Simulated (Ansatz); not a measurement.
Geometry optimisation, DFT PBE-D3(BJ), scalar-relativistic, plane waves, PAW (Ansatz).

Input:

```yaml
crystal:
  lattice:
    - [6.98, 0.0, 0.0]
    - [0.0, 6.98, 0.0]
    - [0.0, 0.0, 6.98]
  atoms:
    - { symbol: Li, position: [0.0, 0.0, 0.0] }
    - { symbol: Li, position: [0.5, 0.0, 0.0] }
    - { symbol: Li, position: [0.0, 0.5, 0.0] }
    - { symbol: Li, position: [0.0, 0.0, 0.5] }
    - { symbol: Li, position: [0.25, 0.25, 0.25] }
    - { symbol: Li, position: [0.5, 0.5, 0.0] }
    - { symbol: Li, position: [0.5, 0.0, 0.5] }
    - { symbol: Li, position: [0.75, 0.25, 0.25] }
    - { symbol: Li, position: [0.0, 0.5, 0.5] }
    - { symbol: Li, position: [0.25, 0.75, 0.25] }
    - { symbol: Li, position: [0.25, 0.25, 0.75] }
    - { symbol: Li, position: [0.5, 0.5, 0.5] }
    - { symbol: Li, position: [0.75, 0.75, 0.25] }
    - { symbol: Li, position: [0.75, 0.25, 0.75] }
    - { symbol: Li, position: [0.25, 0.75, 0.75] }
    - { symbol: Li, position: [0.75, 0.75, 0.75] }
    - { symbol: H, position: [0.6296504, 0.0036416, 0.2505842] }
basis:
  ecutwfc: 420.0
kpoints:
  mp_grid: { grid: [4, 4, 4] }
hamiltonian:
  xc: pbe
  dispersion: d3bj
scf:
  occupations: { method: gaussian, width: 0.1 }
  lower_state_search: "off"
relax:
  f_tol: 0.03
  max_steps: 60
  adjacent_minimum: "off"
```

Launched with:

```bash
$ ansatz run input.yaml --threads 2 --pin off --max-ram 5120MiB --backend cpu --events-out ev --progress --plain --runs-dir out
```

Where does it end, and by what steps?

It converged. The force dipped under the threshold on the way, but the program's further checks kept it going. Limits of this set-up: coarse k mesh, odd electron count without spin, a small cell, in which the defect meets its images, a typed lattice constant that wasn't relaxed here. After 6 steps the energy has fallen by 0.078 eV; Li2 moved furthest, 0.21 Å.

```csv
step,energy less start (eV),largest force component (eV/Å),accepted
0,0.0000,0.208,yes
1,-0.0600,0.057,yes
2,-0.0650,0.016,yes
3,-0.0711,0.028,yes
4,-0.0766,0.035,yes
5,-0.0777,0.020,yes
6,-0.0777,0.020,yes
```

```xyz
17
Lattice="6.9800 0.0000 0.0000 0.0000 6.9800 0.0000 0.0000 0.0000 6.9800" Properties=species:S:1:pos:R:3
Li 0.142 0.002 -0.101
Li 3.473 0.004 0.205
Li -0.114 3.492 -0.076
Li 0.142 0.002 3.590
Li 1.593 1.853 1.745
Li 3.554 3.496 0.074
Li 3.474 0.005 3.285
Li 5.260 1.571 1.746
Li -0.114 3.492 3.566
Li 1.594 5.126 1.745
Li 1.869 1.796 5.235
Li 3.554 3.496 3.416
Li 5.264 5.408 1.746
Li 5.158 1.666 5.236
Li 1.871 5.189 5.235
Li 5.161 5.313 5.236
H 4.393 -0.006 1.744
```

Whether the end is a true minimum wasn't checked by a vibrational analysis.

Time of the run: 78 s on 2 threads of Arm Neoverse V1 (shared host), peak memory 0.68 GiB.
